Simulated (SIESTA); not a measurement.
The system is Te4MoW2S2, a slab with vacuum.

```
CELL_PARAMETERS angstrom
3.42577 0.00000 0.00000
-1.71288 2.96680 0.00000
0.00000 0.00000 31.66750
ATOMIC_POSITIONS crystal
W 0.33333 0.66667 0.23133
W 0.33333 0.66667 0.76867
Te 0.66667 0.33333 0.29031
Te 0.66667 0.33333 0.82771
Te 0.66667 0.33333 0.17229
Te 0.66667 0.33333 0.70969
Mo 0.66667 0.33333 0.00000
S 0.33333 0.66667 0.95271
S 0.33333 0.66667 0.04729
```

| Quantity | Value |
| --- | --- |
| Program | SIESTA 5.4.2 |
| Task | single point |
| Functional | PBEsol |
| Potentials or basis | PseudoDojo 0.4 standard (PBEsol files) |
| Basis | DZP (energy shift 0.003 Ry; two zetas on semicore shells) |
| Grid cutoff | 800 Ry |
| Energy shift | 0.003 Ry |
| k mesh | 9 × 9 × 1 |
| Occupations | fermi-dirac, width 0.05 eV |
| Spin | no spin polarisation |

On this cell: largest force 0.179 eV/Å; band gap on the k mesh none (metal or under the smearing width).

The same run follows on a disturbed copy (atoms moved at random, drawn with an rms of 0.05 Å):

```
W Te Mo S
1.0
     3.42577    0.00000    0.00000
    -1.71288    2.96680    0.00000
     0.00000    0.00000   31.66750
W Te Mo S
2 4 1 2
Direct
  0.34747 0.67162 0.23208
  0.32698 0.66321 0.76740
  0.66210 0.32054 0.29101
  0.66898 0.34550 0.82654
  0.67200 0.33614 0.17271
  0.67609 0.32800 0.70848
  0.67363 0.34401 0.99970
  0.33504 0.67426 0.95388
  0.33976 0.67602 0.04713
```

What changes?

The energy (extrapolated to zero smearing) moves by +5.9 meV/atom; largest force 0.655 eV/Å; band gap on the k mesh none (metal or under the smearing width).

Forces in eV/Å, atoms in the order of the input:
```
W   -0.437 -0.446 -0.177
W    0.441  0.301  0.083
Te   0.238  0.385  0.142
Te  -0.038 -0.312  0.151
Te   0.198  0.061 -0.046
Te  -0.404  0.011 -0.156
Mo  -0.104 -0.106  0.638
S    0.105  0.076 -0.620
S   -0.001  0.030 -0.014
```

Stress tensor (GPa, compression positive):
```
-0.98  0.01  0.30
 0.01 -0.92 -0.03
 0.30 -0.03  0.32
```

Caveats: short orbitals over semicore shells can move pressures by several GPa; the basis of atomic orbitals isn't converged, which shifts pressures, moduli and gaps.
